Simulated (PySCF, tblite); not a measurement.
**C₄H₁₁O₃Si radical: geometry, infrared bands and EPR parameters**

Wanted: the infrared bands and EPR parameters of C₄H₁₁O₃Si radical (`COC[Si](OC)OC`), by calculation.

Programs: tblite 0.8.0 and PySCF 2.14.0, with density-fitted response routines of our own. Each step states its level of theory. These are calculated values for one molecule in the gas phase, unless marked as measured. Atoms are numbered from 0 throughout.

## 1. Starting geometry

19 atoms, charge 0, multiplicity 2; geometry from: force field or distance geometry start.

Bonds of the start (Å): C0–O1 1.40, O1–C2 1.43, C2–Si3 1.79, Si3–O4 1.66, O4–C5 1.38, Si3–O6 1.67, O6–C7 1.40, C0–H8 1.12, C0–H9 1.14, C0–H10 1.11, C2–H11 1.13, C2–H12 1.11, C5–H13 1.12, C5–H14 1.08, C5–H15 1.11, C7–H16 1.10, C7–H17 1.11, C7–H18 1.10.

## 2. Relaxing the molecule with GFN2-xTB

Job settings and geometry (Å):

```
{"job": {"kind": "relax", "xc": "GFN2-xTB", "basis": "xTB"}, "charge": 0, "multiplicity": 2}
C     -3.084100    -0.305900    -0.196900
O     -1.841100    -0.106500    -0.812900
C     -0.899900    -0.259900     0.249600
Si     0.819500    -0.060000    -0.204700
O      1.683800     1.243500     0.363300
C      1.123200     2.489400     0.177400
O      1.577400    -1.200400    -1.153500
C      2.411500    -1.960400    -0.317600
H     -3.160000    -1.320700     0.269400
H     -3.197900     0.393500     0.690800
H     -3.911700    -0.080400    -0.903900
H     -1.241600     0.475300     1.032700
H     -1.128600    -1.246400     0.706600
H      1.023400     2.933700     1.200400
H      0.178700     2.405700    -0.348800
H      1.814400     3.096800    -0.436700
H      3.461200    -1.626000    -0.365100
H      2.008600    -1.859200     0.716500
H      2.353500    -3.002900    -0.674000
```

The run is started by

```
> OMP_NUM_THREADS=1 python probes_run.py task.json out
```

One launch serves the whole session: the jobs run in the order shown.

What it wrote:

```text
step      E/eV     max force
  0    -762.69358    2.967
  1    -762.97215    2.183
  2    -763.16098    3.053
  3    -763.45050    2.283
  4    -763.63899    2.024
  5    -763.88122    1.293
  6    -764.01452    0.791
  7    -764.07880    0.686
  8    -764.14652    0.656
  9    -764.20053    0.589
 10    -764.23952    0.497
 11    -764.26541    0.455
 12    -764.28969    0.366
 13    -764.31402    0.294
 14    -764.33105    0.249
 15    -764.33941    0.193
 16    -764.34473    0.181
 17    -764.35123    0.196
 18    -764.35895    0.235
 19    -764.36594    0.193
 20    -764.37131    0.186
 21    -764.37621    0.173
 22    -764.38166    0.176
 23    -764.38670    0.153
 24    -764.39011    0.113
 25    -764.39239    0.126
 26    -764.39473    0.126
 27    -764.39805    0.143
 28    -764.40219    0.188
 29    -764.40601    0.154
 30    -764.40871    0.113
 31    -764.41078    0.109
 32    -764.41289    0.107
 33    -764.41502    0.127
 34    -764.41695    0.093
 35    -764.41882    0.114
 36    -764.42127    0.145
 37    -764.42528    0.185
 38    -764.43167    0.266
 39    -764.43903    0.250
 40    -764.44420    0.227
 41    -764.44757    0.146
 42    -764.44984    0.136
 43    -764.45166    0.104
 44    -764.45279    0.063
 45    -764.45342    0.071
 46    -764.45428    0.068
 47    -764.45520    0.076
 48    -764.45612    0.071
 49    -764.45697    0.076
 50    -764.45796    0.083
 51    -764.45900    0.072
 52    -764.45984    0.074
 53    -764.46042    0.075
 54    -764.46101    0.066
 55    -764.46182    0.063
 56    -764.46283    0.079
 57    -764.46375    0.062
 58    -764.46437    0.058
 59    -764.46479    0.045
 60    -764.46521    0.048
 61    -764.46559    0.044
 62    -764.46592    0.063
 63    -764.46624    0.072
 64    -764.46676    0.071
 65    -764.46760    0.072
 66    -764.46870    0.082
 67    -764.46977    0.068
 68    -764.47062    0.070
 69    -764.47140    0.063
 70    -764.47229    0.066
 71    -764.47307    0.061
 72    -764.47365    0.051
 73    -764.47414    0.064
 74    -764.47483    0.078
 75    -764.47618    0.086
 76    -764.47859    0.098
 77    -764.48081    0.104
 78    -764.48314    0.140
 79    -764.48429    0.256
 80    -764.48633    0.179
 81    -764.48838    0.118
 82    -764.49022    0.084
 83    -764.49420    0.164
 84    -764.49632    0.118
 85    -764.50068    0.110
 86    -764.50393    0.190
 87    -764.50729    0.177
 88    -764.51254    0.243
 89    -764.52134    0.313
 90    -764.53100    0.165
 91    -764.53313    0.460
 92    -764.54284    0.237
 93    -764.54907    0.132
 94    -764.55565    0.299
 95    -764.55894    0.113
 96    -764.56114    0.101
 97    -764.56415    0.120
 98    -764.56569    0.157
 99    -764.56833    0.148
100    -764.57227    0.194
101    -764.57765    0.175
102    -764.58195    0.253
103    -764.58576    0.311
104    -764.59008    0.208
105    -764.59402    0.147
106    -764.59673    0.104
107    -764.59882    0.103
108    -764.59956    0.094
109    -764.60018    0.053
110    -764.60061    0.041
111    -764.60102    0.039
112    -764.60131    0.047
113    -764.60186    0.064
114    -764.60258    0.077
115    -764.60370    0.083
116    -764.60529    0.110
117    -764.60753    0.132
118    -764.60997    0.111
119    -764.61237    0.122
120    -764.61397    0.109
121    -764.61575    0.102
122    -764.61701    0.070
123    -764.61819    0.065
124    -764.61877    0.065
125    -764.61969    0.073
126    -764.62048    0.075
127    -764.62163    0.085
128    -764.62298    0.083
129    -764.62469    0.086
130    -764.62694    0.095
131    -764.62959    0.118
132    -764.63294    0.209
133    -764.63647    0.185
134    -764.64039    0.110
135    -764.63991    0.190
136    -764.64278    0.109
137    -764.64379    0.073
138    -764.64488    0.055
139    -764.64705    0.076
140    -764.64777    0.076
141    -764.64847    0.059
142    -764.64928    0.047
143    -764.64976    0.044
144    -764.65023    0.058
145    -764.65059    0.061
146    -764.65102    0.067
147    -764.65138    0.060
148    -764.65183    0.051
149    -764.65239    0.055
150    -764.65298    0.060
151    -764.65346    0.057
152    -764.65383    0.045
153    -764.65416    0.048
154    -764.65449    0.049
155    -764.65481    0.046
156    -764.65510    0.046
157    -764.65539    0.044
158    -764.65571    0.051
159    -764.65602    0.052
160    -764.65631    0.048
161    -764.65660    0.060
162    -764.65687    0.057
163    -764.65711    0.031
164    -764.65728    0.028
165    -764.65737    0.021
166    -764.65743    0.017
167    -764.65747    0.016
168    -764.65751    0.014
169    -764.65755    0.015
170    -764.65759    0.015
171    -764.65765    0.023
172    -764.65772    0.025
173    -764.65778    0.018
174    -764.65785    0.021
175    -764.65794    0.022
176    -764.65805    0.028
177    -764.65819    0.028
178    -764.65833    0.036
179    -764.65848    0.032
180    -764.65864    0.037
181    -764.65885    0.036
182    -764.65909    0.031
183    -764.65931    0.026
184    -764.65947    0.022
185    -764.65955    0.021
186    -764.65959    0.014
187    -764.65961    0.013
188    -764.65963    0.009
```

It took 1.5 s on 1 thread of Arm Neoverse V1, shared host.

Step by step: (not every step is listed)

```
step  energy from step 0 (eV)  largest force (eV/Å)
   0                   0.0000                2.9673
   1                  -0.2786                2.1828
   2                  -0.4674                3.0532
   3                  -0.7569                2.2835
   4                  -0.9454                2.0240
   5                  -1.1876                1.2934
   6                  -1.3209                0.7907
   7                  -1.3852                0.6862
   8                  -1.4529                0.6561
  25                  -1.6988                0.1262
  42                  -1.7563                0.1355
  59                  -1.7712                0.0452
  76                  -1.7850                0.0979
  93                  -1.8555                0.1315
 110                  -1.9070                0.0412
 127                  -1.9280                0.0850
 144                  -1.9566                0.0577
 161                  -1.9630                0.0601
 178                  -1.9647                0.0359
 183                  -1.9657                0.0257
 184                  -1.9659                0.0217
 185                  -1.9660                0.0214
 186                  -1.9660                0.0144
 187                  -1.9660                0.0130
 188                  -1.9660                0.0087
```

Distances of close pairs at the start and the end, largest changes first:

```
  bond  before (Å)  after (Å)  change (Å)
C2–Si3       1.790      1.912      +0.122
 C0–H9       1.136      1.098      -0.038
Si3–O6       1.666      1.630      -0.036
C5–H13       1.120      1.091      -0.029
Si3–O4       1.664      1.637      -0.027
C2–H11       1.127      1.101      -0.026
C7–H17       1.114      1.091      -0.024
C0–H10       1.112      1.089      -0.023
```

The next job starts from the end point, and lists it.

## 3. Vibrational analysis with GFN2-xTB

Job settings and geometry (Å):

```
{"job": {"kind": "ir", "xc": "GFN2-xTB", "basis": "xTB"}, "charge": 0, "multiplicity": 2}
C     -3.175948     0.346403     0.018381
O     -1.824732     0.415060    -0.355736
C     -1.102706    -0.758512    -0.039161
Si     0.686959    -0.449957    -0.637375
O      1.313873     0.931973    -0.024685
C      0.848816     2.244429    -0.149008
O      1.539119    -1.655913     0.053326
C      2.922864    -1.790378     0.172868
H     -3.682139    -0.486637    -0.484870
H     -3.281332     0.216738     1.103258
H     -3.635374     1.286681    -0.281199
H     -1.122318    -0.931082     1.048007
H     -1.563847    -1.628984    -0.519314
H      1.271527     2.826372     0.671613
H     -0.240256     2.277098    -0.104243
H      1.177583     2.671564    -1.099280
H      3.374759    -0.863382     0.528551
H      3.120831    -2.592475     0.884827
H      3.362516    -2.049746    -0.793423
```

What it wrote:

```text
mode    cm-1     km/mol
  1      55.1      0.19
  2      70.2     10.96
  3      78.5      0.41
  4      86.2      4.14
  5      97.5      0.14
  6     104.9      2.37
  7     115.6      2.10
  8     151.3      1.10
  9     208.0      2.84
 10     226.5      6.32
 11     258.0      8.06
 12     268.1     18.08
 13     330.7     19.57
 14     398.5     19.95
 15     691.9     44.06
 16     763.4     96.21
 17     781.5    143.87
 18     817.6     52.80
 19     978.6     32.02
 20    1100.9     75.98
 21    1129.3    133.44
 22    1130.9    154.67
 23    1133.7      1.26
 24    1135.9     61.81
 25    1140.2     35.60
 26    1150.5     54.54
 27    1150.9     66.90
 28    1156.1      7.82
 29    1189.6     31.67
 30    1279.2     15.86
 31    1405.8      2.60
 32    1406.9      0.09
 33    1413.7      1.73
 34    1469.1      4.27
 35    1472.6      2.99
 36    1475.1      4.61
 37    1476.7      3.90
 38    1483.7      5.63
 39    1484.3      2.48
 40    1492.8      1.80
 41    2827.8     72.13
 42    2892.9     62.52
 43    2904.4     37.93
 44    2918.2     66.07
 45    2948.1     44.01
 46    2957.3     41.15
 47    2976.2     32.97
 48    2984.3     26.96
 49    2987.5     31.56
 50    2991.6     18.32
 51    3022.2     26.55
```

Run time: 0.74 s. Hardware: 1 thread of Arm Neoverse V1, shared host.

Which atoms move in the most intense modes:

```csv
cm⁻¹,km/mol,atoms
763,96.2,"Si3 38 %, C2 19 %, O6 13 %, C7 11 %"
782,143.9,"Si3 40 %, C2 11 %, O6 11 %"
1101,76.0,"O1 54 %, C0 26 %, C2 17 %"
1129,133.4,"H18 27 %, C7 16 %, O4 14 %, O6 11 %"
1131,154.7,"H18 18 %, C7 16 %, O6 15 %, O4 12 %"
1151,66.9,"H14 20 %, O4 17 %, C5 15 %, H13 14 %"
2828,72.1,H11 90 %
2918,66.1,"H8 60 %, H9 34 %"
```

## 4. g tensor and hyperfine couplings: B3LYP/pcH-1

Settings changed since step 3:

```diff
@@ -1,2 +1,2 @@
-{"job": {"kind": "ir", "xc": "GFN2-xTB", "basis": "xTB"}, "charge": 0, "multiplicity": 2}
+{"job": {"kind": "epr", "basis": "pcH-1"}, "charge": 0, "multiplicity": 2}
 C     -3.175948     0.346403     0.018381
```

Level: UKS B3LYP, pcH-1 on C H O Si, non-relativistic, mean-field spin-orbit, GIAO.

What it wrote:

```text
UKS, coarse grid
  cycle   1  E = -674.02674013  |g| = 7.98e-01
  cycle   2  E = -673.55427321  |g| = 1.38e+00
  cycle   3  E = -674.24268322  |g| = 1.03e-01
  cycle   4  E = -674.24568153  |g| = 6.22e-02
  cycle   5  E = -674.24721555  |g| = 1.63e-02
  cycle   6  E = -674.24729561  |g| = 6.09e-03
  cycle   7  E = -674.24730922  |g| = 1.33e-03
  cycle   8  E = -674.24731086  |g| = 7.25e-04
UKS, final grid
  cycle   1  E = -674.24733805  |g| = 1.18e-03
  cycle   2  E = -674.24733704  |g| = 2.10e-03
  cycle   3  E = -674.24733853  |g| = 1.13e-04
  cycle   4  E = -674.24733853  |g| = 2.20e-05
E = -674.24733853 Eh   <S^2> = 0.7516 (exact 0.7500)
g shifts (ppm)      1          2          3
  rmc          -186       -186       -186
  gc             89         22        102
  oz_so        -801        -51        172
  total        -899       -215         88
hyperfine (MHz)  atom isotope    a_iso     a_fc   dipolar eigenvalues
    0   13C       4.13       4.13     -0.38     -0.22      0.60
    1   17O       3.84       3.83     -0.89      0.07      0.82
    2   13C     104.36     104.37    -11.44    -10.67     22.11
    3  29Si    -687.18    -687.99   -124.63     61.34     63.29
    4   17O     -39.31     -39.24    -35.64     17.12     18.52
    5   13C      -1.88      -1.88     -1.05     -0.67      1.72
    6   17O     -21.27     -21.22    -31.85     15.37     16.47
    7   13C      -0.67      -0.68     -0.89     -0.54      1.43
    8    1H      -0.02      -0.02     -1.03     -0.83      1.86
    9    1H       0.85       0.85     -1.09     -0.78      1.87
   10    1H       2.15       2.15     -0.74     -0.64      1.39
   11    1H      25.68      25.67     -6.06     -0.97      7.03
   12    1H      -7.53      -7.52     -6.54     -2.69      9.24
   13    1H       3.72       3.72     -1.87     -1.24      3.11
   14    1H       0.52       0.51     -2.46     -1.57      4.03
   15    1H       3.81       3.81     -2.68     -1.84      4.52
   16    1H       0.84       0.84     -2.15     -1.52      3.67
   17    1H       2.84       2.84     -1.70     -1.31      3.01
   18    1H       5.66       5.66     -2.60     -1.89      4.49
```

Run time: 2.1 min. Hardware: 1 thread of Arm Neoverse V1, shared host; peak memory 1.1 GiB.

Principal g values 2.00142, 2.00210, 2.00241; g(iso) = 2.00198, against 2.00232 for a free electron.

Mean a(iso) over the nuclei that a row names, and the largest dipolar term of the row (other rows stand at the frozen geometry):

```csv
nuclei,isotope,a(iso) (MHz),"a(iso) (G, at g = 2.0023)",largest dipolar term (MHz)
Si3,29Si,-687.2,-245.2,-124.6
C2,13C,104.4,37.2,22.1
"O4, O6",17O,-30.3,-10.8,-35.6
"H11, H12",1H,9.1,3.2,9.2
C0,13C,4.1,1.5,0.6
O1,17O,3.8,1.4,-0.9
"H13, H14, H15, H16, H17, H18",1H,2.9,1.0,4.5
"C5, C7",13C,-1.3,-0.5,1.7
"H8, H9, H10",1H,1.0,0.4,1.9
```

Mulliken spin populations:

C0 0.00; O1 0.00; C2 0.08; Si3 0.78; O4 0.07; C5 -0.01; O6 0.06; C7 -0.01; H8 0.00; H9 0.00; H10 0.00; H11 0.02; H12 -0.01; H13 0.00; H14 0.00; H15 0.01; H16 0.00; H17 0.00; H18 0.01

In first order the couplings over 0.8 MHz of 1H give 84 distinct lines over 13.7 G, if the averaged nuclei exchange fast; the same motion can average rows kept apart here too.

The fields below are evaluated on a grid from the run's orbitals.

ELF in a plane through or near 9 of the atoms.

Ten even steps from ' ' (0.00) to '@' (1.00):
```
                                                        
                                                        
                                                        
                        ....                            
                      ..++++--..::..                    
                      ..++::--%%@@@@--                  
                  --====++..**@@@@%%..                  
                  ##%%**##++==##==        ::++::        
        ..++%%::  ==##**%%**    ..++**  ..@@@@@@++      
        ..##@@%%..  ::====--..  ##@@%%::**@@@@@@%%..    
        ..==##**--**##::  ==@@**##****##--++%%**::      
        ::++::::%%--**##::%%%%::::++--==--##--          
        ..++**==++##%%**  ::====##==  ++@@@@##::        
        ..==++....##%%++    --##@@**  ::%%@@##::        
          ....    ::--..    ::**%%++    ::==..          
                              ....                      
                                                        
                                                        
                                                        
                                                        
```
The map spans 12.9 Å across and 11.2 Å up, centred on the molecule. Atoms in the plane (x, y in Å): C0 (3.1, -0.6), O1 (1.9, -0.1), C2 (0.8, -1.0), O4 (-1.0, 1.3), C5 (-0.2, 2.4), O6 (-1.9, -1.2), C7 (-3.3, -0.9), H10 (3.9, 0.2), H14 (0.9, 2.1).

log10 of the density (e/Å³) in the same plane.

Ten even steps from '0' (-4.0) to '9' (1.1):
```
0000000000000000000000000000
0000000000011110000000000000
0000000001223332100000000000
0000000002345544221000000000
0000000013456765432000000000
0000000013568987653100000000
0000001135678888754211110000
0001123346798776654333332000
0012345446798765566555543200
0013456655677665788777754200
0023568877777777899898754200
0024579989986789877788653200
0024567779876678865677643100
0023456556664567765566532100
0012344444443345554344321000
0000122222211223332222100000
0000000000000011111000000000
0000000000000000000000000000
0000000000000000000000000000
0000000000000000000000000000
```
The map spans 12.9 Å across and 11.2 Å up, centred on the molecule. Atoms in the plane (x, y in Å): C0 (3.1, -0.6), O1 (1.9, -0.1), C2 (0.8, -1.0), O4 (-1.0, 1.3), C5 (-0.2, 2.4), O6 (-1.9, -1.2), C7 (-3.3, -0.9), H10 (3.9, 0.2), H14 (0.9, 2.1).

On the surface of density 0.002 e/bohr³ the electrostatic potential runs, from the 1st to the 99th percentile, from -1.22 V near O6 to 0.67 V near H10.

The spin density lies nearest to Si3 63 %; O4, O6 about 9 % each; C2 9 %.

## 5. Outcome

| quantity | value |
| --- | --- |
| strongest single infrared mode (GFN2-xTB) | 1131 cm⁻¹, 155 km/mol |
| zero-point energy (GFN2-xTB) | 94.6 kcal/mol |
| g(iso) (B3LYP) | 2.00198 |
| ⟨S²⟩ | 0.752 (exact 0.75) |
| largest a(iso) (averaged by class) | 29Si on Si3, -687.2 MHz |
| potential on the surface of density 0.002 e/bohr³, 1st and 99th percentile | -1.22 V and 0.67 V |

The optimisation took 188 steps and gained 1.966 eV; among the close pairs (by a distance rule), C2–Si3 changed most, from 1.790 to 1.912 Å. All 51 modes are real, so the xTB geometry is a minimum. GFN2-xTB is a fitted tight-binding method: band positions and strengths are rough. Its intensities can rank the bands wrongly. Si3 carries the largest spin population, 0.78 e. The isotropic g lies 0.3 ppt below the free-electron value. These values are for one conformer; the search (at its own cheap level) found 2 more, at 0.01, 3.18 kcal/mol (those within 0.05 may be mirror or relabelled copies), and measured spectra average over such forms.
